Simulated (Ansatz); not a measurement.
# C₂H₇FO₂Si₂: geometry optimisation

The task is to find a stationary geometry of C₂H₇FO₂Si₂.

The runs use Ansatz 0.2.0, Gaussian basis; RKS PBE0-D4/def2-TZVP.

The runs, in order: relaxation at PBE0-D4/def2-TZVP.

1 further run of the same task is left out (set aside as unsound or not needed).

## 1. Where the work starts

14 atoms, charge 0, spin multiplicity 1.

Atoms are counted from 1 here; the program's logs count them from 0.

Bond lengths: C1–C2 1.323 Å, C1–H8 1.077 Å, C1–H9 1.080 Å, C2–Si3 1.881 Å, C2–H10 1.084 Å, Si3–O4 1.635 Å, Si3–Si5 2.289 Å, Si3–H11 1.478 Å, O4–H12 0.953 Å, Si5–O6 1.620 Å, Si5–F7 1.631 Å, Si5–H13 1.463 Å, O6–H14 0.954 Å. Angles: C2–C1–H8 120.8°, C2–C1–H9 123.0°, H8–C1–H9 116.2°, C1–C2–Si3 124.5°, C1–C2–H10 118.6°, Si3–C2–H10 116.9°, C2–Si3–O4 104.1°, C2–Si3–Si5 111.8°, C2–Si3–H11 108.4°, O4–Si3–Si5 110.2°, O4–Si3–H11 108.0°, Si5–Si3–H11 113.7°, Si3–O4–H12 122.2°, Si3–Si5–O6 104.7°, Si3–Si5–F7 110.1°, Si3–Si5–H13 124.9°, O6–Si5–F7 105.4°, O6–Si5–H13 111.0° and more.

Coordinates:

```xyz
14
C2H7FO2Si2
C    -0.6709    2.2317    1.3340
C    -0.5765    0.9138    1.2677
Si   -0.7019   -0.0835   -0.3218
O    -0.8814    1.0465   -1.4893
Si    1.1866   -1.3202   -0.7001
O     1.1087   -2.5292    0.3749
F     1.1061   -2.0349   -2.1642
H    -0.8328    2.8178    0.4452
H    -0.5938    2.7817    2.2603
H    -0.4148    0.3583    2.1839
H    -1.9402   -0.8896   -0.2707
H    -0.9400    0.8180   -2.4123
H     2.5422   -0.7747   -0.7791
H     1.6085   -3.3356    0.2715
```

The start is a GFN2-xTB geometry.

## 2. Geometry optimisation, PBE0-D4/def2-TZVP

in.yaml reads:

```yaml
crystal:
  periodic: [false, false, false]
  atoms:
    - {symbol: C, position_ang: [-0.670860, 2.231650, 1.333980]}
    - {symbol: C, position_ang: [-0.576470, 0.913800, 1.267710]}
    - {symbol: Si, position_ang: [-0.701900, -0.083490, -0.321820]}
    - {symbol: O, position_ang: [-0.881390, 1.046460, -1.489330]}
    - {symbol: Si, position_ang: [1.186630, -1.320180, -0.700100]}
    - {symbol: O, position_ang: [1.108710, -2.529220, 0.374890]}
    - {symbol: F, position_ang: [1.106080, -2.034920, -2.164170]}
    - {symbol: H, position_ang: [-0.832780, 2.817800, 0.445190]}
    - {symbol: H, position_ang: [-0.593760, 2.781740, 2.260270]}
    - {symbol: H, position_ang: [-0.414800, 0.358340, 2.183910]}
    - {symbol: H, position_ang: [-1.940160, -0.889620, -0.270670]}
    - {symbol: H, position_ang: [-0.939980, 0.818000, -2.412290]}
    - {symbol: H, position_ang: [2.542170, -0.774720, -0.779060]}
    - {symbol: H, position_ang: [1.608510, -3.335630, 0.271480]}
basis:
  gaussian: {orbitals: def2-TZVP}
hamiltonian: {xc: pbe0, dispersion: d4}
relax: {f_tol: 0.005, max_steps: 150}
```

Launch:

```console
$ ansatz run in.yaml --threads 2 --pin off --events-out ev --progress --plain --max-ram 22528MiB --backend cuda --devices 0, --max-vram 18GiB
```

Before running them: what should the planned runs give, taken together? Wanted: point group; shift from the start; total energy; dispersion term; dipole moment.

**Answer**, as computed:

```
                  quantity           value
               point group              C1
                     steps              16
shift from the start (rms)         0.182 Å
              total energy  -24746.4840 eV
           dispersion term        -298 meV
             dipole moment          1.23 D
```

The relaxed geometry lies 0.18 Å (rms) from the start; the bond that changed most is Si3–Si5, from 2.289 to 2.351 Å. No vibrations were run, so it is not proven to be a minimum. The largest Mulliken charge, +0.54 e, sits on Si5.
